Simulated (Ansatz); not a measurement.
# Si2H4ClF (SMILES F[SiH]([SiH3])Cl) at revPBE/def2-SVP

What is the electronic atomisation energy of Si2H4ClF at revPBE/def2-SVP? 

The results are computed with Ansatz 0.2.0.

68 further runs of the same task are left out: 68 set aside as unsound or not needed. Runs told in other sessions of the task aren't counted.

## Step 1: The system as given

Si2H4ClF: 8 atoms, total charge 0, spin state singlet. SMILES: `F[SiH]([SiH3])Cl`. The coordinates come from a PBE0-D4/def2-TZVP relaxation.

Bond lengths: F1–Si2 1.597 Å, Si2–Si3 2.339 Å, Si2–Cl4 2.049 Å, Si2–H5 1.481 Å, Si3–H6 1.487 Å, Si3–H7 1.486 Å, Si3–H8 1.485 Å. Some angles: F1–Si2–Si3 109.8°, F1–Si2–Cl4 107.9°, Si3–Si2–Cl4 109.0°, F1–Si2–H5 107.2°, Si3–Si2–H5 115.4°, Cl4–Si2–H5 107.3°, Si2–Si3–H6 110.0°, Si2–Si3–H7 108.3°, Si2–Si3–H8 109.2°, H6–Si3–H7 109.5°.

## Step 2: The energy at revPBE/def2-SVP

File in.yaml:

```yaml
crystal:
  periodic: [false, false, false]
  atoms:
    - {symbol: F, position_ang: [-1.329000, 1.796800, 0.161200]}
    - {symbol: Si, position_ang: [-0.382900, 0.812800, -0.667700]}
    - {symbol: Si, position_ang: [0.539000, -0.793000, 0.761300]}
    - {symbol: Cl, position_ang: [-1.534100, -0.130100, -2.075900]}
    - {symbol: H, position_ang: [0.596600, 1.655400, -1.392300]}
    - {symbol: H, position_ang: [1.355700, -0.131100, 1.812300]}
    - {symbol: H, position_ang: [1.403500, -1.693800, -0.044400]}
    - {symbol: H, position_ang: [-0.556600, -1.574100, 1.389600]}
basis:
  gaussian:
    orbitals: def2-SVP
output:
  orbitals: {seedname: orbitals}
hamiltonian:
  xc: {name: revPBE}
accuracy: high
```

Run with:

```bash
$ ansatz run in.yaml --threads 1 --pin off --max-ram 3480MiB --events-out events.jsonl --progress --plain --runs-dir runs
```

What it wrote:

```text
Warning: RAYON_NUM_THREADS=1 ignored (pool sized by the plan → 1); use --threads N
Functional definition: revPBE
  name "revPBE"
  parameter kappa = 1.245
  parameter beta = 0.06672455060314922
  exchange = pbe_x(kappa = kappa, mu = beta*pi^2/3)
  correlation = pbe_c(beta = beta)
1801 factors; integrals over basis functions are off by at most 5.2e-9 eV
mean field evaluation 1: about -31042.8799 eV, gradient 3.2e1 eV
mean field evaluation 2: about -31038.6728 eV, gradient 6.3e1 eV
mean field evaluation 4: about -31044.7800 eV, gradient 1.6e0 eV
mean field evaluation 8: about -31044.7811 eV, gradient 1.8e-1 eV
mean field evaluation 16: about -31044.7812 eV, gradient 9.8e-6 eV
mean field -31044.78115268 eV, -1140.8746644527 hartree, gradient 7.0e-8 eV, S^2 0.000000; 0 other end points of the search recorded, 0 dependent functions left out
reference -31044.78115683 eV, -1140.8746646052 hartree; 29, 29 occupied and 59, 59 virtual orbitals, 1801 factors
Total energy: -31044.78115683 eV, -1140.8746646052 hartree
```

It took 6.6 s on 1 thread of Intel Xeon Platinum 8259CL at 2.50GHz (Skylake/Cascade Lake), shared host; peak memory 0.23 GiB.

## Step 3: The Cl atom, same level

File job.yaml:

```yaml
crystal:
  periodic: [false, false, false]
  atoms:
    - {symbol: Cl, position_ang: [0.000000, 0.000000, 0.000000]}
basis:
  gaussian:
    orbitals: def2-SVP
magnetization:
  spin_polarized: true
  initial_magnetization: 1
hamiltonian:
  xc: {name: revPBE}
accuracy: high
```

Run the same way, it converges to -459.90504 Eh (log not shown).

## Step 4: The F atom, same level

Edit job.yaml of step 3 so:

```diff
@@ -3,3 +3,3 @@
   atoms:
-    - {symbol: Cl, position_ang: [0.000000, 0.000000, 0.000000]}
+    - {symbol: F, position_ang: [0.000000, 0.000000, 0.000000]}
 basis:
```

Run with:

```bash
$ ansatz run job.yaml --threads 1 --pin off --max-ram 3480MiB --events-out events.jsonl --progress --plain --runs-dir runs
```

What it wrote (excerpt; [...] marks lines left out):

```text
Warning: RAYON_NUM_THREADS=1 ignored (pool sized by the plan → 1); use --threads N
[... 6 set-up lines as earlier in the session ...]
95 factors; integrals over basis functions are off by at most 1.3e-9 eV
mean field evaluation 1: about -2710.3113 eV, gradient 5.9e0 eV
mean field evaluation 2: about -2710.3537 eV, gradient 4.4e0 eV
mean field evaluation 4: about -2710.4101 eV, gradient 6.4e-3 eV
mean field evaluation 8: about -2710.4101 eV, gradient 2.1e-5 eV
mean field evaluation 16: about -2710.4101 eV, gradient 1.0e-1 eV
mean field evaluation 32: about -2710.4101 eV, gradient 4.0e-9 eV
mean field -2710.41011913 eV, -99.6057346962 hartree, gradient 4.0e-9 eV, S^2 0.750869; 2 other end points of the search recorded, 0 dependent functions left out
reference -2710.41011972 eV, -99.6057347177 hartree; 5, 4 occupied and 9, 10 virtual orbitals, 95 factors
Total energy: -2710.41011972 eV, -99.6057347177 hartree
```

It took 0.61 s on 1 thread of Intel Xeon Platinum 8259CL at 2.50GHz (Skylake/Cascade Lake), shared host.

## Step 5: The H atom at the same level

File in.yaml:

```yaml
crystal:
  periodic: [false, false, false]
  atoms:
    - symbol: H
      position_ang: [0.000000, 0.000000, 0.000000]
basis:
  gaussian:
    orbitals: def2-SVP
magnetization:
  spin_polarized: true
  initial_magnetization: 1
hamiltonian:
  xc: {name: revPBE}
accuracy: high
```

Run with:

```bash
$ ansatz run in.yaml --threads 1 --pin off --max-ram 3480MiB --events-out events.jsonl --progress --plain --runs-dir runs
```

What it wrote (excerpt; [...] marks lines left out):

```text
Warning: RAYON_NUM_THREADS=1 ignored (pool sized by the plan → 1); use --threads N
[... 6 set-up lines as earlier in the session ...]
15 factors; integrals over basis functions are off by at most 8.9e-10 eV
mean field evaluation 1: about -13.6910 eV, gradient 3.7e-1 eV
mean field evaluation 2: about -13.6908 eV, gradient 3.7e-1 eV
mean field evaluation 4: about -13.6926 eV, gradient 1.8e-5 eV
mean field evaluation 8: about -13.6926 eV, gradient 2.2e-10 eV
mean field -13.69257262 eV, -0.5031927628 hartree, gradient 1.5e-10 eV, S^2 0.750000; 0 other end points of the search recorded, 0 dependent functions left out
reference -13.69257487 eV, -0.5031928452 hartree; 1, 0 occupied and 4, 5 virtual orbitals, 15 factors
Total energy: -13.69257487 eV, -0.5031928452 hartree
```

It took 0.14 s on 1 thread of Intel Xeon Platinum 8259CL at 2.50GHz (Skylake/Cascade Lake), shared host.

## Step 6: The Si atom, same level

File run.yaml:

```yaml
crystal:
  periodic: [false, false, false]
  atoms:
    - {symbol: Si, position_ang: [0.000000, 0.000000, 0.000000]}
basis:
  gaussian: {orbitals: def2-SVP}
magnetization: {spin_polarized: true, initial_magnetization: 2}
hamiltonian: {xc: {name: revPBE}}
accuracy: high
```

Run the same way, it converges to -289.21696 Eh (log not shown).

## Step 7: Summary of results

Level: revPBE/def2-SVP.

```
                     quantity           value
       molecule: total energy  -1140.87466 Eh
        molecule: HOMO energy        -7.04 eV
        molecule: LUMO energy        -1.03 eV
      molecule: HOMO–LUMO gap         6.00 eV
        Cl atom: total energy   -459.90504 Eh
                Cl atom: ⟨S²⟩           0.752
         F atom: total energy    -99.60573 Eh
                 F atom: ⟨S²⟩           0.751
         H atom: total energy     -0.50319 Eh
                 H atom: ⟨S²⟩           0.750
        Si atom: total energy   -289.21696 Eh
                Si atom: ⟨S²⟩           2.003
electronic atomisation energy       24.958 eV
```

In words: Taking the molecule apart into free atoms costs 24.96 eV (2408 kJ/mol), before zero-point energy and without spin-orbit coupling.
